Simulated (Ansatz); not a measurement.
Working through a charge-density difference against the sublattices of ZrCu2, space group Cmcm

With the Ansatz DFT code, driven from Python.

Run as a notebook:

```python
import ansatz as az
import numpy as np
```

```python
config = {
    'sigma': 0.05,
    'functional': 'pbesol',
    'tolerance': 1e-10,
    'ecut': 460,
    'kmesh': (6, 6, 5),
}
```

```python
vectors0 = np.array([
    [4.22834, -2.34, 0.0],
    [4.22834, 2.34, 0.0],
    [0.0, 0.0, 4.60752],
])
sites = [
    ('Zr', (0.23396, 0.76604, 0.75)),
    ('Zr', (0.76604, 0.23396, 0.25)),
    ('Cu', (0.89571, 0.46604, 0.75)),
    ('Cu', (0.53396, 0.10429, 0.75)),
    ('Cu', (0.46604, 0.89571, 0.25)),
    ('Cu', (0.10429, 0.53396, 0.25)),
]
```

```python
def crystal_on(cell):
    crystal = az.Crystal(lattice=az.Lattice.of(cell))
    for symbol, position in sites:
        crystal = crystal.atom(symbol, position)
    return crystal

# same cell, cutoff and mesh for the crystal and its parts
def solve(crystal):
    return (
        crystal.calculation()
        .occupations(az.OccupationsMethod.METHFESSEL_PAXTON, width=config['sigma'])
        .functional(config['functional'])
        .scf(tolerance=config['tolerance'])
        .basis(config['ecut'], grid_basis='typed')
        .kpoints(*config['kmesh'])
        .density()
        .run(threads=1)
    )
```

```python
whole = solve(crystal_on(vectors0))
difference = whole.density().channels[0].density_e_per_ang3.copy()
binding = whole.report['free_energy_ev']
for element in ['Zr', 'Cu']:
    part = az.Crystal(lattice=az.Lattice.of(vectors0))
    for symbol, position in sites:
        if symbol == element:
            part = part.atom(symbol, position)
    alone = solve(part)
    difference -= alone.density().channels[0].density_e_per_ang3
    binding -= alone.report['free_energy_ev']
    print(f'{element} sublattice: {alone.report["n_electrons"]:g} electrons, {alone.report["n_iterations"]} iterations')
```

    Zr sublattice: 24 electrons, 9 iterations
    Cu sublattice: 76 electrons, 8 iterations

```python
voxel = abs(np.linalg.det(vectors0)) / difference.size
print(f'energy of the crystal less its unpolarised sublattices: {binding / len(sites):.4f} eV/atom')
print(f'net charge of the difference {difference.sum() * voxel:.5f} e, charge rearranged {0.5 * np.abs(difference).sum() * voxel:.3f} e')
print(f'extremes {difference.min():.4f} and {difference.max():.4f} e/A^3')
for (symbol, position) in sites:
    index = tuple(int(round(p * n)) % n for p, n in zip(position, difference.shape))
    print(f'  change of the pseudo-density at the grid point nearest {symbol}: {difference[index]:+.4f} e/A^3')
```

    energy of the crystal less its unpolarised sublattices: -1.7280 eV/atom
    net charge of the difference 0.00000 e, charge rearranged 1.166 e
    extremes -0.4494 and 0.0705 e/A^3
      change of the pseudo-density at the grid point nearest Zr: -0.0369 e/A^3
      change of the pseudo-density at the grid point nearest Zr: -0.0369 e/A^3
      change of the pseudo-density at the grid point nearest Cu: -0.4494 e/A^3
      change of the pseudo-density at the grid point nearest Cu: -0.4494 e/A^3
      change of the pseudo-density at the grid point nearest Cu: -0.4494 e/A^3
      change of the pseudo-density at the grid point nearest Cu: -0.4494 e/A^3

Reading the output:
- Spin is left out of this run.
- For a metal this k-point mesh is coarse: on a finer one energies can move by several to tens of meV an atom and pressures by half a GPa or more, differences at one mesh by less.
- Grid values close to the nuclei reflect the PAW or pseudopotential construction, not the all-electron fields.
- The structure comes from a database of computed cells and needn't be a stable or known phase.
- Charge moved counts every rearrangement, bonding and polarisation too, and is no transfer between atoms; the bare sublattices are artificial references. Values near the nuclei depend on the potentials.
- The whole script took 6.7 s on 1 thread of AMD EPYC 9R45 96-Core Processor (Zen 5) (shared host), peak memory 0.57 GiB.
